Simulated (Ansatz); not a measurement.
# BiMo: the cost of one run

Program: Ansatz 0.2.0. Level of theory: DFT PBEsol, scalar-relativistic, plane waves, PAW. These are calculated values, not measurements.

1 further run of the same task is left out (it didn't finish).

## 1. The starting structure

Symmetry: P6_3/mmc, No. 194, hexagonal system. The conventional cell has a = 4.524 Å, b = 4.524 Å, c = 5.103 Å, α = 90.00°, β = 90.00°, γ = 120.00°. Mo (site symmetry -3m) has 2 Mo at 2.55 Å and 6 Bi at 2.91 Å as nearest neighbours. Bi (site symmetry -6m2) is surrounded by 6 Mo at 2.91 Å.

As a file:

```xyz
4
Lattice="4.5244 0.0000 0.0000 -2.2622 3.9183 0.0000 0.0000 0.0000 5.1028" Properties=species:S:1:pos:R:3 pbc="T T T"
Mo    0.0000    0.0000    0.0000
Mo    0.0000    0.0000    2.5514
Bi    0.0000    2.6122    1.2757
Bi    2.2622    1.3061    3.8271
```

An earlier run at PBEsol left this cell at 22.616 Å³/atom and 0.00 GPa (8×8×6 mesh).

The changes: atom 3 (Bi) moved 0.08 Å along x; strain e1 = -0.02, atoms carried along.

## 2. Atom 3 (Bi) moved 0.08 Å along x

File input.yaml:

```yaml
crystal:
  lattice:
    - [4.5244324844, 0.0, 0.0]
    - [-2.2622162422, 3.9182734692, 0.0]
    - [0.0, 0.0, 5.102838435]
  atoms:
    - { symbol: Mo, position: [0.0, 0.0, 0.0] }
    - { symbol: Mo, position: [0.0, 0.0, 0.5] }
    - { symbol: Bi, position: [0.351015109, 0.6666666667, 0.25] }
    - { symbol: Bi, position: [0.6666666667, 0.3333333333, 0.75] }
basis:
  ecutwfc: 420
  ecutrho_ratio: 4
kpoints:
  mp_grid: { grid: [8, 8, 6] }
hamiltonian:
  xc: pbesol
scf:
  occupations: { method: gaussian, width: 0.05 }
output:
  forces: true
  stress: true
  eigenvalues: true
```

What time and memory should one allow on 4 threads of an Arm CPU, shared host?

About 17 s, with a peak of 0.63 GiB.
